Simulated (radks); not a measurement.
# Ar¹³⁺ in [He] 2s2 2p1: an all-electron calculation

Aim: the levels, the sizes of the orbitals and the parts of the energy of the argon ion Ar13+.

The numbers are computed with radks (a radial shooting solver on a logarithmic mesh, Libxc functionals) version 1 (non-relativistic Kohn-Sham, r2SCAN, spin-polarised, spherical densities, point nucleus; open shells are filled with parallel spins first), except any that are marked as measured or tabulated.

### Step 1. What is computed

| Quantity | Value |
| --- | --- |
| element | argon (Z = 18) |
| charge | +13 |
| electrons | 5 |
| configuration | [He] 2s2 2p1 |

The outer shells:

Ar¹³⁺
```
[He] core
2s [↑↓]
2p [↑ ][  ][  ]
```

### Step 2. Self-consistent calculation

Input:

```text
Z 18
configuration [He] 2s2 2p1
relativity non-relativistic
functional r2scan,r2scan
spin polarised
nucleus point
```

Q: Predict the outcome of this run.

**Answer**, as computed:

```
                        quantity                      value
                    total energy         -405.18428 hartree
exchange-correlation share of it                     3.99 %
                            −T/E                     0.9996
          highest occupied level          2p up, -719.69 eV
    most extended occupied level  2s down, <r> = 0.372 bohr
 radius at density 0.001 e/bohr³                  1.07 bohr
    maxima of the radial density                          2
         ionisation energy, NIST       755.1 (semi-emp.) eV
```

**Reading.** The radial density shows 2 maxima for 2 occupied principal shells. −T/E = 0.9996, near the virial value of 1. Minus the highest eigenvalue, 719.69 eV, is 95 % of the tabulated ionisation energy (755.1 eV). Open shells are spherical and high-spin; term and fine-structure splittings are not resolved.
